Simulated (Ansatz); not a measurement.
# AlGaN: the cost of one run

Program: Ansatz 0.2.0. Level of theory: DFT PBE, scalar-relativistic, plane waves, PAW. These are calculated values, not measurements.

## (1) The system as given

Symmetry: P6_3/mmc, No. 194, hexagonal system. The conventional cell has a = 4.488 Å, b = 4.488 Å, c = 6.122 Å, α = 90.00°, β = 90.00°, γ = 120.00°. Around Al (site symmetry -6m2) lie 3 Ga at 2.59 Å and 3 N at 2.59 Å. Ga (site symmetry -6m2) has 3 Al at 2.59 Å and 3 N at 2.59 Å in its first shell of neighbours. N (site symmetry -6m2) is surrounded by 3 Ga at 2.59 Å and 3 Al at 2.59 Å.

Structure file:

```
CELL_PARAMETERS angstrom
4.48832 0.00000 0.00000
-2.24416 3.88700 0.00000
0.00000 0.00000 6.12213
ATOMIC_POSITIONS crystal
Al 0.33333 0.66667 0.75000
Al 0.66667 0.33333 0.25000
Ga 0.00000 0.00000 0.25000
Ga 0.00000 0.00000 0.75000
N 0.33333 0.66667 0.25000
N 0.66667 0.33333 0.75000
```

A structure generator made this guess: random cell by space group and Wyckoff sites (P6_3/mmc, No. 194). Lengths come from tabulated atomic sizes and are only a guess.

## (2) A first look at the guess

input.yaml

```yaml
crystal:
  lattice:
    - [4.4883204, 0.0, 0.0]
    - [-2.2441602, 3.88699949, 0.0]
    - [0.0, 0.0, 6.12212795]
  atoms:
    - { symbol: Al, position: [0.33333333, 0.66666667, 0.75] }
    - { symbol: Al, position: [0.66666667, 0.33333333, 0.25] }
    - { symbol: Ga, position: [0.0, 0.0, 0.25] }
    - { symbol: Ga, position: [0.0, 0.0, 0.75] }
    - { symbol: "N", position: [0.33333333, 0.66666667, 0.25] }
    - { symbol: "N", position: [0.66666667, 0.33333333, 0.75] }
basis:
  ecutwfc: 420
kpoints:
  mp_grid: { grid: [6, 6, 4] }
hamiltonian:
  xc: pbe
scf:
  occupations: { method: gaussian, width: 0.1 }
  lower_state_search: "off"
output:
  forces: true
  stress: true
  eigenvalues: true
```

Started as:

```bash
$ ansatz run input.yaml --threads 1 --pin off --max-ram 2560MiB --backend cpu --events-out ev --progress --plain --runs-dir out
```

Q: Estimate wall time and peak memory on 1 thread of Intel Xeon at 2.50GHz (Skylake/Cascade Lake), shared host.

About 8.6 s, with a peak of 0.4 GiB.
